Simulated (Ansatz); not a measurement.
# Pb: the cost of one run

Computed with Ansatz 0.2.0 (DFT PBE, scalar-relativistic, plane waves, PAW, unless a step's input says otherwise).

1 further run of the same task is left out (it didn't finish).

### 1 The structure to begin with

It takes space group Fm-3m (No. 225, cubic). The conventional cell has a = 4.950 Å, b = 4.950 Å, c = 4.950 Å, α = 90.00°, β = 90.00°, γ = 90.00°. Pb (site symmetry m-3m) has 12 Pb at 3.50 Å as nearest neighbours.

Structure file:

```cif
data_structure
_symmetry_space_group_name_H-M 'Fm-3m'
_symmetry_Int_Tables_number 225
_cell_length_a 4.9500
_cell_length_b 4.9500
_cell_length_c 4.9500
_cell_angle_alpha 90.000
_cell_angle_beta 90.000
_cell_angle_gamma 90.000
_cell_volume 121.29
loop_
_atom_site_label
_atom_site_type_symbol
_atom_site_symmetry_multiplicity
_atom_site_Wyckoff_symbol
_atom_site_fract_x
_atom_site_fract_y
_atom_site_fract_z
_atom_site_occupancy
Pb1 Pb 4 a 0.00000 0.00000 0.00000 1
```

(A quick probe on a coarse mesh, which set the mesh and smearing, is not shown.)

### 3 Full relaxation

input.yaml reads:

```yaml
crystal:
  lattice:
    - [0.0, 2.4749988096, 2.4749988096]
    - [2.4749988096, 0.0, 2.4749988096]
    - [2.4749988096, 2.4749988096, 0.0]
  atoms:
    - { symbol: Pb, position: [0.0, 0.0, 0.0] }
basis:
  ecutwfc: 420
kpoints:
  mp_grid: { grid: [14, 14, 14] }
hamiltonian:
  xc: pbe
scf:
  occupations: { method: gaussian, width: 0.1 }
output:
  forces: true
  stress: true
  eigenvalues: true
relax:
  adjacent_minimum: "off"
  f_tol: 0.005
  max_steps: 80
  cell: { stress_tol: 0.05 }
```

The run is started by

```sh
$ ansatz run input.yaml --threads 2 --pin off --max-ram 5632MiB --backend cpu --events-out ev --progress --plain --runs-dir out
```

What time and memory should one allow on 2 threads of Intel Xeon Platinum 8488C (Sapphire Rapids), shared host?

About 2.6 s, with a peak of 0.4 GiB.
